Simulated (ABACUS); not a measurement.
Write the native input for ABACUS 3.10.1 that does the following.

```yaml
Task: single point
Functional: PBE
Potentials_or_basis: PseudoDojo NC SR 0.4.1 PBE standard
Cutoff: 1184 eV
Density_cutoff: 4735 eV
Basis: plane waves
k_mesh: 8 × 8 × 8
Occupations: fermi-dirac, width 0.05 eV
Spin: no spin polarisation
Radial_cutoff_of_the_potentials_pseudo_rcut: 7 bohr
SCF_threshold_on_the_density: 1e-08
Max_SCF_steps: 100
Eigensolver: dav
Mixing: broyden
Mixing_share: 0.7
Symmetry_key: 1
```

Crystal: MoSe.

```
Mo Se
1.0
     3.50023    0.00000    0.00000
     0.00000    3.50023    0.00000
     0.00000    0.00000    3.50023
Mo Se
1 1
Cartesian
  -0.0065 0.0091 -0.0093
  1.7595 1.7643 1.7254
```

The cell was built by a generator and needn't be a form met in nature.

The cell isn't the ideal one: atoms moved at random, drawn with an rms of 0.05 Å.

One way to write it, as run:

INPUT

```
INPUT_PARAMETERS
suffix              MoSe
calculation         scf
basis_type          pw
pseudo_dir          ./
symmetry            1
dft_functional      pbe
ecutwfc             87
pseudo_rcut         7
nspin               1
nbands              19
ks_solver           dav
smearing_method     fd
smearing_sigma      0.00367493
scf_thr             1e-08
scf_nmax            100
mixing_type         broyden
mixing_beta         0.7
cal_force           1
cal_stress          1
kpar                4
```

STRU

```
ATOMIC_SPECIES
Mo 95.9500 Mo.upf
Se 78.9710 Se.upf

LATTICE_CONSTANT
1.8897261246

LATTICE_VECTORS
3.5002295900 0.0000000000 0.0000000000
0.0000000000 3.5002295900 0.0000000000
0.0000000000 0.0000000000 3.5002295900

ATOMIC_POSITIONS
Direct

Mo
0.0
1
-0.0018580000 0.0026090000 -0.0026500000 1 1 1

Se
0.0
1
0.5026910000 0.5040430000 0.4929290000 1 1 1
```

KPT

```
K_POINTS
0
Gamma
8 8 8 0 0 0
```

Potentials or basis: PseudoDojo NC SR 0.4.1 PBE standard, plane waves.

The run is started by

```bash
$ OMP_NUM_THREADS=1 mpirun -np 4 abacus > log
```

Results of the run:

| Quantity | Value |
| --- | --- |
| Pressure | -26.0 GPa |
| Largest force | 0.050 eV/Å |
| Band gap on the k mesh | none (metal or under the smearing width) |

Run time: 82 s on 4 MPI ranks on Intel(R) Xeon(R) Platinum 8488C (Sapphire Rapids), with other jobs on the host, peak memory 0.72 GiB a rank.
